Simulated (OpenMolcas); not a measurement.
**Co⁴⁺ among point charges: CASSCF and CASPT2 levels and susceptibility**

Aim: the splitting of the states of Co⁴⁺ in the field of 5 point charges, its lowest levels with spin-orbit coupling and its magnetic susceptibility.

The numbers are computed with OpenMolcas 26.06 (state-averaged CASSCF and CASPT2, spin-orbit coupling by RASSI with atomic mean-field integrals), except any that are marked as measured or tabulated.

**1. What is computed**

| Item | Value |
| --- | --- |
| Species | Co⁴⁺ (cobalt, Z = 27, 23 electrons) |
| Basis | ANO-RCC-VDZP [5s4p2d1f], 34 functions |
| Scalar Hamiltonian | DKH2, point nucleus |
| Inactive shells | 1s 2s 2p 3s 3p |
| Active space | 5 electrons in 5 orbitals (3d) |
| Some configurations of this space | 3d⁵ |
| Orbitals | optimised for each spin and parity, averaged over all roots |

The outer shells:

3d5
```
3d [↑ ][↑ ][↑ ][↑ ][↑ ]
```

The ion sits among 5 point charges of -1.25 e arranged as a square pyramid (C4v), 2.1 Å from the ion, with the axial distance 1.995 Å.

The work runs as a chain of OpenMolcas steps in one folder; each step below is one input file. Labels, J, g values, rates, χT and fits are worked out afterwards by a script from the matrices that RASSI stores.

**2. GATEWAY and SEWARD: basis and integrals**

a.inp

```
&GATEWAY
Coord
1

Co 0.0 0.0 0.0
Basis=ANO-RCC-VDZP
Group=NoSym
NoMove
AngMom=0.0 0.0 0.0
AMFI
XField
5 Angstrom 0
2.100000 0.000000 0.000000 -1.250000
0.000000 2.100000 0.000000 -1.250000
-2.100000 0.000000 0.000000 -1.250000
0.000000 -2.100000 0.000000 -1.250000
0.000000 0.000000 1.995000 -1.250000
&SEWARD
```

Started as:

```
OMP_NUM_THREADS=1 MOLCAS_MEM=1689 MOLCAS_PROJECT=a pymolcas a.inp > a.log
```

**3. CASSCF: sextets, 1 root**

a.inp

```
&RASSCF
FileOrb=start.orb
Symmetry=1
Spin=6
nActEl=5 0 0
Inactive=9
Ras2=5
CIRoot=1 1 1
SDav=1
CIMx=300
Iter=120 100
PrWF=0.3
OrbListing=Nothing
MaxOrb=0
>>> COPY $Project.JobIph JOB001
```

start.orb holds the contracted functions of the basis, ordered by shell, or the orbitals of the step before.

**4. CASSCF: quartets, 24 roots**

a.inp

```
&RASSCF
FileOrb=start.orb
Symmetry=1
Spin=4
nActEl=5 0 0
Inactive=9
Ras2=5
CIRoot=24 24 1
SDav=24
CIMx=300
Iter=120 100
PrWF=0.3
OrbListing=Nothing
MaxOrb=0
>>> COPY $Project.JobIph JOB002
```

**5. Reference wave functions, doublets, 75 roots**

a.inp

```
&RASSCF
FileOrb=start.orb
Symmetry=1
Spin=2
nActEl=5 0 0
Inactive=9
Ras2=5
CIRoot=75 75 1
SDav=75
CIMx=300
Iter=120 100
PrWF=0.3
OrbListing=Nothing
MaxOrb=0
>>> COPY $Project.JobIph JOB003
```

**6. State interaction with spin-orbit coupling**

a.inp

```
&RASSI
NrOfJobIphs=3 1 24 75
1
1 2 3 4 5 6 7 8 9 10 11 12 13 14 15 16 17 18 19 20 21 22 23 24
1 2 3 4 5 6 7 8 9 10 11 12 13 14 15 16 17 18 19 20 21 22 23 24 25 26 27
28 29 30 31 32 33 34 35 36 37 38 39 40 41 42 43 44 45 46 47 48 49 50 51
52 53 54 55 56 57 58 59 60 61 62 63 64 65 66 67 68 69 70 71 72 73 74 75
IphNames
JOB001
JOB002
JOB003
EJob
SpinOrbit
DIPRint=1.0
SOCoupling=1000.0
Subsets=2
Property=9
'ANGMOM' 1 'ANGMOM' 2 'ANGMOM' 3 'MLTPL  1' 1 'MLTPL  1' 2 'MLTPL  1' 3
'AMFI' 1 'AMFI' 2 'AMFI' 3
SOProperty=3
'ANGMOM' 1 'ANGMOM' 2 'ANGMOM' 3
```

**7. CASPT2: IPEA 0.25, imaginary shift 0.1 (closed shells correlated: 3s 3p)**

a.inp

```
>>> COPY JOB001 $Project.JobIph
&CASPT2
Multistate=1 1
Frozen=5
IPEA=0.25
Imaginary=0.1
MaxIter=60
WThr=0.0 0.3 0.05
PrWF=0.5
NoMix
>>> COPY JOB002 $Project.JobIph
&CASPT2
Multistate=24 1 2 3 4 5 6 7 8 9 10 11 12 13 14 15 16 17 18 19 20 21 22
23 24
NoMult
Frozen=5
IPEA=0.25
Imaginary=0.1
MaxIter=60
WThr=0.0 0.3 0.05
PrWF=0.5
NoMix
>>> COPY JOB003 $Project.JobIph
&CASPT2
Multistate=75 1 2 3 4 5 6 7 8 9 10 11 12 13 14 15 16 17 18 19 20 21 22
23 24 25 26 27 28 29 30 31 32 33 34 35 36 37 38 39 40 41 42 43 44 45 46
47 48 49 50 51 52 53 54 55 56 57 58 59 60 61 62 63 64 65 66 67 68 69 70
71 72 73 74 75
NoMult
Frozen=5
IPEA=0.25
Imaginary=0.1
MaxIter=60
WThr=0.0 0.3 0.05
PrWF=0.5
NoMix
```

(Steps that only read results are left out.)

What does the calculation give? Wanted: spin-free ground state; lowest level; next level.

As calculated:

```
                 quantity                                                                        value
                   method  SS-CASPT2, IPEA 0.25, imaginary shift 0.1 (closed shells correlated: 3s 3p)
   spin-free ground state                                           sextet, 1-fold in its orbital part
             lowest level                                                 2-fold, g = 2.00, 6.01, 6.01
               next level                                                                     0.1 cm⁻¹
              χT at 300 K                                                               4.38 cm³ K/mol
effective moment at 300 K                                                                      5.92 μB
```

Cost by method:

| method | time of its own steps | time with the reference |
| --- | --- | --- |
| A. CASSCF | 19 s | 19 s |
| B. SS-CASPT2, IPEA 0.25, imaginary shift 0.1, +3s 3p | 5 s | 24 s |

Times are of one thread on a shared host.

The spin-free ground state (sextet) comes to 100 % from free-ion S terms and keeps the highest spin of the shell. χT at 300 K is 4.38, against 4.39 cm³ K/mol for the spin alone, as a half-filled shell (L = 0) has no orbital moment. An active space of the d shell alone favours high spin; real ions in strong fields can be low spin. The field of point charges can differ much from that of real complexes. With metal d orbitals alone active, the gaps between spin states are rough; where two lie within a few thousand cm-1, their order is open. Point charges carry no covalency, so the field is a model and not that of real ligands.
